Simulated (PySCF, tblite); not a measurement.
# C₈H₈O₂: geometry, infrared bands and NMR shifts

What infrared bands and NMR shifts should C₈H₈O₂ (`CC#CC#CC(=O)OCC`) show?

Programs: tblite 0.8.0 and PySCF 2.14.0, with density-fitted response routines of our own. Each step states its level of theory. These are calculated values for one molecule in the gas phase, unless marked as measured. Atoms are numbered from 0 throughout.

## (1) The molecule as given

18 atoms, charge 0, multiplicity 1; geometry from: force field or distance geometry start.

Bonds of the start (Å): C0–C1 1.49, C1–C2 1.21, C2–C3 1.43, C3–C4 1.21, C4–C5 1.45, C5–O6 1.27, C5–O7 1.38, O7–C8 1.39, C8–C9 1.54, C0–H10 1.09, C0–H11 1.12, C0–H12 1.10, C8–H13 1.10, C8–H14 1.13, C9–H15 1.11, C9–H16 1.11, C9–H17 1.10.

## (2) Geometry optimisation with GFN2-xTB

What the job is given:

```
{"job": {"kind": "relax", "xc": "GFN2-xTB", "basis": "xTB"}, "charge": 0, "multiplicity": 1}
C      5.461200    -0.655500    -0.364300
C      4.015300    -0.324100    -0.283900
C      2.835800    -0.080600    -0.194600
C      1.438300     0.203400    -0.112900
C      0.250100     0.407800    -0.024400
C     -1.180900     0.641300     0.057800
O     -1.708600     1.043700     1.145600
O     -1.918500     0.415300    -1.081700
C     -3.300500     0.604600    -1.089000
C     -3.891200    -0.334500    -0.025500
H      5.631700    -1.327800    -1.206700
H      5.781000    -1.191400     0.560600
H      5.989400     0.314600    -0.391400
H     -3.701800     0.304200    -2.065800
H     -3.599900     1.652200    -0.798600
H     -4.876600    -0.656000    -0.416600
H     -3.180900    -1.180600     0.074700
H     -4.052800     0.169800     0.940200
```

Command:

```bash
$ OMP_NUM_THREADS=1 python probes_run.py task.json out
```

The driver reads the jobs from task.json and runs them one after another.

**Question.** This job is followed by: GFN2-xTB harmonic vibrations, gas phase; GIAO PBE0/pcSseg-1 NMR shielding, non-relativistic, gas phase. What will the session give for the following? strongest single infrared mode (GFN2-xTB); zero-point energy (GFN2-xTB); 13C shifts against TMS (PBE0/pcSseg-1); 1H shifts against TMS (PBE0/pcSseg-1, means over atoms taken as alike); 17O shifts against H2O (PBE0/pcSseg-1).

**Answer**, as computed:

| quantity | value |
| --- | --- |
| strongest single infrared mode (GFN2-xTB) | 1137 cm⁻¹, 528 km/mol |
| zero-point energy (GFN2-xTB) | 84.0 kcal/mol |
| 13C shifts against TMS (PBE0/pcSseg-1) | 159.8, 90.2, 79.5, 71.7, 70.6, 63.2, 16.5, 5.6 ppm |
| 1H shifts against TMS (PBE0/pcSseg-1, means over atoms taken as alike) | 4.42, 2.23, 1.30 ppm |
| 17O shifts against H2O (PBE0/pcSseg-1) | 450.7, 229.0 ppm |

In words: Relaxing lowered the energy by 0.733 eV in 66 steps; the close pair that moved most is C2–C3, from 1.428 to 1.353 Å. The lowest mode is imaginary (34i cm⁻¹), so the xTB geometry is not a minimum. The strongest single mode, at 1137 cm⁻¹, is carried by C5, O7, C8. Unscaled tight-binding wavenumbers are off by several per cent, some by more. Its intensities can rank the bands wrongly. C5 (ester carbonyl carbon) lies farthest downfield among carbon, at 159.8 ppm; it is a carbonyl in resonance with an O or N lone pair, the region of acids, esters and amides. The most deshielded hydrogen is H13, H14 (mean) (hydrogen on an sp3 CH2 bonded to O), at 4.42 ppm: its carbon carries O, an electronegative neighbour. At PBE0/pcSseg-1: The widest tensor belongs to O6: span 707 ppm, with a paramagnetic part of -521 ppm.
